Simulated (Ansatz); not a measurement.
# CaH: the cost of one run

Program: the Python package of Ansatz 0.2.0. The levels of theory stand in the script. These are calculated values, not measurements.

**1. Starting point**

Bond lengths: Ca1–H2 1.863 Å.

The script holds or builds the structure itself.

**2. The script**

methods_cah.py

```python
"""CaH(+) at several levels of theory."""

from pathlib import Path

import ansatz
import numpy as np

config = {
    "basis": "def2-SVP",
    "net_charge": 1,
}

geometry_ang = [
    ("Ca", (0.9315, 0.0, 0.0)),
    ("H", (-0.9315, 0.0, 0.0)),
]
cah = ansatz.Crystal.molecule()
for symbol, xyz in geometry_ang:
    cah = cah.atom(symbol, xyz)

calc = cah.calculation().basis(gaussian=config["basis"]).charge(config["net_charge"])

print("functional    E (Ha)        dipole (D)   HOMO (eV)  LUMO (eV)")
for name in ["cam_b3lyp", "hf", "r2scan0", "lc_wpbe", "b3lyp", "revpbe"]:
    data = calc.functional(name).forces().orbitals().run(threads=1, pin="off", runs_dir="runs").report
    lines = Path(data["orbitals_path"]).read_text().splitlines()
    field_of = lambda key: [line.split("=")[1].strip() for line in lines if line.startswith(key)]
    orbitals = [(27.211386 * float(e), s, float(n)) for e, s, n in zip(field_of("Ene="), field_of("Spin="), field_of("Occup="))]
    homo = max(e for e, _, n in orbitals if n > 0.5)
    lumo = min(e for e, _, n in orbitals if n < 0.5)
    dipole = 4.803205 * np.linalg.norm(data["charge_distribution"]["dipole_moment_e_ang"])
    print(f"{name:10s} {data['free_energy_ev'] / 27.211386246:14.6f} {dipole:9.3f} {homo:11.3f} {lumo:10.3f}")
```

**3. The input behind the calls**

The engine receives this input (first run):

```yaml
crystal:
  periodic: [false, false, false]
  atoms:
    - { symbol: Ca, position_ang: [0.9315, 0.0, 0.0] }
    - { symbol: H, position_ang: [-0.9315, 0.0, 0.0] }
basis:
  gaussian:
    orbitals: def2-SVP
hamiltonian:
  xc: cam_b3lyp
total_charge: 1.0
output:
  orbitals: {}
  forces: true
```

**4. The run**

Started as:

```sh
> python methods_cah.py
```

**Question.** How long does this script take on 1 thread of Intel Xeon Platinum 8488C (Sapphire Rapids), shared host, and how much memory does it need?

About 6.2 s, with a peak of 0.17 GiB.
